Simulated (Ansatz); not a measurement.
# ZrB2: a single-point run

Wanted: a converged single-point run for ZrB2, and a check of what comes out. The structure is shown as the input types it.

Program: Ansatz 0.2.0. Level of theory: DFT, LDA, PAW with Ansatz's default frozen-core files, scalar-relativistic. These are calculated values, not measurements.

## 1. The starting structure

Symmetry: P6/mmm, No. 191, hexagonal system. The conventional cell has a = 3.168 Å, b = 3.168 Å, c = 3.552 Å, α = 90.00°, β = 90.00°, γ = 120.00°. Around Zr (site symmetry 6/mmm) lie 12 B at 2.55 Å. Around B (site symmetry -6m2) lie 3 B at 1.83 Å and 6 Zr at 2.55 Å.

Structure file:

```cif
data_structure
_symmetry_space_group_name_H-M 'P6/mmm'
_symmetry_Int_Tables_number 191
_cell_length_a 3.1675
_cell_length_b 3.1675
_cell_length_c 3.5524
_cell_angle_alpha 90.000
_cell_angle_beta 90.000
_cell_angle_gamma 120.000
_cell_volume 30.87
loop_
_atom_site_label
_atom_site_type_symbol
_atom_site_symmetry_multiplicity
_atom_site_Wyckoff_symbol
_atom_site_fract_x
_atom_site_fract_y
_atom_site_fract_z
_atom_site_occupancy
Zr1 Zr 1 a 0.00000 0.00000 0.00000 1
B1 B 2 d 0.33333 0.66667 0.50000 1
```

## 2. The calculation

input.yaml

```yaml
crystal:
  lattice:
    - [3.1675246616, 0.0, 0.0]
    - [-1.5837623308, 2.743156824, 0.0]
    - [0.0, 0.0, 3.55238806]
  atoms:
    - { symbol: Zr, position: [0.0, 0.0, 0.0] }
    - { symbol: B, position: [0.3333333333, 0.6666666667, 0.5] }
    - { symbol: B, position: [0.6666666667, 0.3333333333, 0.5] }
kpoints:
  mp_grid: { grid: [13, 13, 10] }
  band_path:
    path:
      - [0.0, 0.0, 0.0]
      - [0.5, 0.0, 0.0]
      - [0.3333333333, 0.3333333333, 0.0]
      - [0.0, 0.0, 0.0]
      - [0.0, 0.0, 0.5]
      - [0.5, 0.0, 0.5]
      - [0.3333333333, 0.3333333333, 0.5]
      - [0.0, 0.0, 0.5]
      - [0.5, 0.0, 0.5]
    npoints: 6
scf:
  occupations: { method: fermi_dirac, width: 0.05 }
  max_iter: 100
hamiltonian:
  xc: lda
  pseudopotentials: { kind: paw }
output:
  forces: true
  stress: true
  eigenvalues: true
  efg: { contact_densities: true }
  populations: true
magnetization:
  spin_polarized: true
  initial_magnetization: 1
```

Launch:

```sh
$ ansatz run input.yaml --threads 1 --pin off --max-ram 3072MiB --backend cpu --events-out ev --progress --plain --runs-dir out
```

**Question.** How will this run end, and is anything wrong with its input?

The program finished normally, with warnings (gradients without spin orbit, seeded moment not kept). Its log warns: «the starting moments were not kept: the SCF closed with an absolute magnetisation of 4.0e-7 μB, where they sum to 1 μB in size (3 sites) ...»

Look at the input: magnetization.spin_polarized is true; magnetization.initial_magnetization is 1. The risk: unrealistic starting moment. The run ends with a total moment of 0.00 μB. It still converged here, which does not make the setting sound.

The test: delete magnetization.spin_polarized and magnetization.initial_magnetization (the default then holds).
